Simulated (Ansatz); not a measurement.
**NiF+ (singlet): wave-function methods side by side, def2-TZVPP**

The task here is to estimate one member of a computed series from the others.

The runs use Ansatz 0.2.0, Gaussian basis; def2-TZVPP, core rule «outside noble gas», up to 10 orbitals frozen.

To be run: UHF; CCSD(T) on RHF; CCSD(T) on UHF; CCSDT(Q) on RHF; CCSDT(Q) on UHF.

5 further runs of the same task are left out: 2 for a known fault of the program, 3 set aside as unsound or not needed.

### The system

The geometry is a PBE0/def2-TZVP stationary point (not a proven minimum).

2 atoms, charge 1, spin multiplicity 1.

Atoms are counted from 1 here; the program's logs count them from 0.

Bond lengths: Ni1–F2 1.636 Å.

Set-up of the first run:

in.yaml reads:

```yaml
crystal:
  periodic: [false, false, false]
  atoms:
    - {symbol: Ni, position_ang: [0.000000, 0.000000, 0.000000]}
    - {symbol: F, position_ang: [0.000000, 0.000000, 1.636000]}
basis:
  gaussian: {orbitals: def2-TZVPP}
total_charge: 1
magnetization: {spin_polarized: true, initial_magnetization: 0}
hamiltonian: {xc: hf}
output: {orbitals: {seedname: orbitals}}
```

Command:

```
$ ansatz run in.yaml --threads 1 --pin off --events-out ev --progress --plain --max-ram 4096MiB --backend cpu
```

Among the steps run: UHF; CCSD(T) on RHF; CCSD(T) on UHF; CCSDT(Q) on RHF; CCSDT(Q) on UHF.

One table of the session follows, with a row left open; its other results are not shown here.

It belongs to the step «Misses and costs». 

| method | from RCCSDT(Q) (kcal/mol) |
| --- | --- |
| RHF | +387.15 |
| UHF | +358.09 |
| RMP2 | +18.14 |
| UMP2 | +5.01 |
| RCCSD | +18.89 |
| UCCSD | +5.06 |
| RCCSD(T) | +2.25 |
| UCCSD(T) | -10.33 |
| RCCSDT | +1.88 |
| UCCSDT | -15.79 |
| RCCSDT(Q) | 0 |
| UCCSDT(Q) | ? |

Estimate the missing values for UCCSDT(Q).

**Answer.** from RCCSDT(Q) (kcal/mol): -19.15. In the column «from RCCSDT(Q) (kcal/mol)» it is the lowest.

The program flags UCCSD(T), UCCSDT(Q) as in doubt (see the logs), so those rows may rest on another solution; read them beside their warnings.

Caveats from the session: The determinant is far from a pure spin state, so its energy mixes those of several spin states (harmless only where they are near-degenerate, as at dissociation). The program flags UCCSD(T), UCCSDT(Q) as in doubt, so those rows may rest on another solution; read them beside their warnings. Warnings: restricted reference is unstable; spin contamination; coupled cluster took another determinant than the lowest; large T1 diagnostic. Restricted and unrestricted rows rest on different reference determinants; where their highest levels disagree by more than a few hundredths of an eV, they describe different states and don't form one ladder.
